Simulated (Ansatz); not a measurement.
**C2H4ClGaO: up Jacob's ladder to CCSD(T)**

An exercise on one series of results from a longer session: the logs are not shown, and one member is left open.

The runs use Ansatz 0.2.0, Gaussian basis; functionals in def2-TZVPP, the program's frozen cores in correlated methods.

The runs, in order: LDA (SPW92), PBE-D4, revPBE-D4, BLYP-D4, r2SCAN-D4, B97M-V, PBE0-D4, B3LYP-D4, r2SCANh-D4, r2SCAN0-D4, HSE06-D4, BHLYP-D4, CAM-B3LYP-D4, LC-ωPBE, ωB97X-V, ωB97M-V, B2PLYP, PBE-QIDH; CCSD(T)/def2-SVP; CCSD(T)/def2-TZVPP; MP2/def2-QZVPP; extrapolation to the limit; RPA on PBE.

### The geometry

The geometry comes from an earlier relaxation with PBE0-D4 in a triple-zeta def2 set; it is a stationary point, not always the lowest conformer.

SMILES `O/C(Cl)=[CH]/[GaH2]`, 9 atoms, charge 0, spin multiplicity 1.

Atoms are counted from 1 here; the program's logs count them from 0.

Bond lengths: O1–C2 1.339 Å, O1–H6 0.963 Å, C2–Cl3 1.741 Å, C2–C4 1.333 Å, C4–Ga5 1.931 Å, C4–H7 1.088 Å, Ga5–H8 1.568 Å, Ga5–H9 1.565 Å. Angles: C2–O1–H6 109.9°, O1–C2–Cl3 112.5°, O1–C2–C4 123.8°, Cl3–C2–C4 123.8°, C2–C4–Ga5 127.4°, C2–C4–H7 112.9°, Ga5–C4–H7 119.7°, C4–Ga5–H8 117.2°, C4–Ga5–H9 121.1°, H8–Ga5–H9 121.6°.

Set-up of the first run:

File in.yaml:

```yaml
crystal:
  periodic: [false, false, false]
  atoms:
    - {symbol: O, position_ang: [-0.460228, 1.716006, 1.444032]}
    - {symbol: C, position_ang: [-0.291172, 0.545560, 0.815658]}
    - {symbol: Cl, position_ang: [-0.786989, -0.809618, 1.788902]}
    - {symbol: C, position_ang: [0.201573, 0.431087, -0.417182]}
    - {symbol: Ga, position_ang: [0.488268, -1.195060, -1.418526]}
    - {symbol: H, position_ang: [-0.827701, 1.567574, 2.321560]}
    - {symbol: H, position_ang: [0.453801, 1.390666, -0.863273]}
    - {symbol: H, position_ang: [1.084331, -1.053320, -2.862044]}
    - {symbol: H, position_ang: [0.138126, -2.592894, -0.809127]}
basis:
  gaussian: {orbitals: def2-TZVPP}
hamiltonian: {xc: lda}
output: {orbitals: {seedname: orbitals}}
```

Among the steps run: LDA; PBE-D4 (GGA); revPBE-D4 (GGA); BLYP-D4 (GGA); r2SCAN-D4 (meta-GGA); B97M-V (meta-GGA); PBE0-D4 (hybrid); B3LYP-D4 (hybrid); r2SCANh-D4 (hybrid); r2SCAN0-D4 (hybrid); HSE06-D4 (hybrid); BHLYP-D4 (hybrid); CAM-B3LYP-D4 (range-separated); LC-ωPBE (range-separated); ωB97X-V (range-separated); ωB97M-V (range-separated); B2PLYP (double hybrid); PBE-QIDH (double hybrid).

One of the session's tables, all rows but one given; the rest of the session is left out.

It belongs to the step «Frontier levels by functional». 

| functional | HOMO (eV) | LUMO (eV) | gap (eV) |
| --- | --- | --- | --- |
| LDA (SPW92) | -6.28 | -2.69 | 3.59 |
| PBE-D4 | -6.07 | -2.42 | 3.65 |
| revPBE-D4 | -6.00 | -2.30 | 3.70 |
| BLYP-D4 | -5.92 | -2.35 | 3.57 |
| r2SCAN-D4 | -6.29 | -2.22 | 4.07 |
| B97M-V | -6.32 | -2.34 | 3.98 |
| PBE0-D4 | -7.19 | -1.65 | 5.54 |
| B3LYP-D4 | -6.97 | -1.90 | 5.07 |
| r2SCANh-D4 | -6.71 | -1.94 | 4.77 |
| r2SCAN0-D4 | -7.35 | -1.53 | 5.82 |
| HSE06-D4 | ? | ? | ? |
| BHLYP-D4 | -8.17 | -0.88 | 7.29 |
| CAM-B3LYP-D4 | -8.47 | -0.76 | 7.71 |
| LC-ωPBE | -9.80 | 0.38 | 10.18 |
| ωB97X-V | -9.44 | 0.26 | 9.71 |
| ωB97M-V | -9.34 | 0.09 | 9.43 |

Estimate the missing values for HSE06-D4.

**Answer.** HOMO (eV): -6.79; LUMO (eV): -2.01; gap (eV): 4.78. In the column «HOMO (eV)» it lies between B3LYP-D4 (-6.97) and r2SCANh-D4 (-6.71).
